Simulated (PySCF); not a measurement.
# ErOCl: other functionals and bases at one geometry

The task here is to estimate one member of a computed series from the others.

Method: several levels, as the steps say, no spin–orbit coupling; program: PySCF 2.14.0.

1 further run of the same task is left out (for a known fault of the program).

### The system as given

3 atoms, charge 0, spin multiplicity 1.

Bond lengths: Er1–O2 1.799 Å, Er1–Cl3 2.491 Å. Angles: O2–Er1–Cl3 116.3°.

Geometry (Å):

```mol
ClErO
  3D, bonds by distance, orders not assigned

  3  2  0  0  0  0  0  0  0  0999 V2000
    0.2354    0.0000   -0.3767 Er  0  0
    1.7360    0.0000    0.6156 O   0  0
   -1.9166    0.0000    0.8772 Cl  0  0
  1  2  8  0
  1  3  8  0
M  END
```

Formal oxidation states: Er +3. Each metal's 11 4f electrons lie in its core potential, so multiplicities, spins and levels count the valence alone. An earlier session relaxed this geometry at PBE0, Er lcecp-1-SVP with ECP57, O def2-SVP, Cl def2-SVP (singlet, point group Cs).

At PBE0 on the finer grid: E = -573.321094 Eh, HOMO -7.03 eV, LUMO -2.68 eV, Mulliken charge on Er1 +0.80 e, largest force component 0.019 eV/Å. 

Levels to run: revPBE; TPSSh; PBE0, TZVP. Hardware: 2 threads of Arm Neoverse V2, shared host.

The first run:

run.py (the lines that set the calculation)

```python
mol = gto.M(atom='''
Er     0.23540     0.00000    -0.37675
O      1.73599     0.00000     0.61564
Cl    -1.91665     0.00000     0.87720''',
    basis={'Er': 'lcecp-1-SVP', 'O': 'def2-SVP', 'Cl': 'def2-SVP'},
    ecp={'Er': 'lcecp-1-SVP'},
    charge=0, spin=0)
mf = dft.RKS(mol, xc='PBE_R,PBE')
mf.grids.atom_grid = (75, 302)  # f atoms: unpruned, at least (60, 302)
mf = mf.density_fit()  # fitting sets: Er AutoAux, O def2-universal-JKFIT, Cl def2-universal-JKFIT
mf.conv_tol = 1e-08; mf.max_cycle = 55
mf.kernel(dm0)  # dm0: the density of the relaxed state
```

Started as:

```bash
> OMP_NUM_THREADS=2 python run.py
```

Among the steps run: revPBE; TPSSh; PBE0, TZVP.

One of the session's tables, all rows but one given; the rest of the session is left out.

```
              level  HOMO (eV)  gap (eV)  charge on Er1 (e)  dipole (D)  largest force component (eV/Å)
PBE0 (relaxed here)      -7.03      4.34               0.80        7.41                            0.02
             revPBE          ?         ?                  ?           ?                               ?
              TPSSh      -6.18      3.30               0.80        7.30                            0.56
         PBE0, TZVP      -7.01      4.34               1.23        7.64                            0.12
```

Estimate the missing values for revPBE.

The run gave: HOMO (eV): -5.55; gap (eV): 2.32; charge on Er1 (e): 0.68; dipole (D): 6.88; largest force component (eV/Å): 0.77. In the column «HOMO (eV)» it is the highest.

In one basis the HOMO–LUMO gap runs from 2.32 eV (revPBE) to 4.34 eV (PBE0). The largest leftover force, 0.77 eV/Å with revPBE, stands at a geometry relaxed at another level. With 4f in the core, its levels are missing from HOMO and gap, and its count is fixed, so no charge can pass from the ligands into it. Total energies of different levels can't be compared.
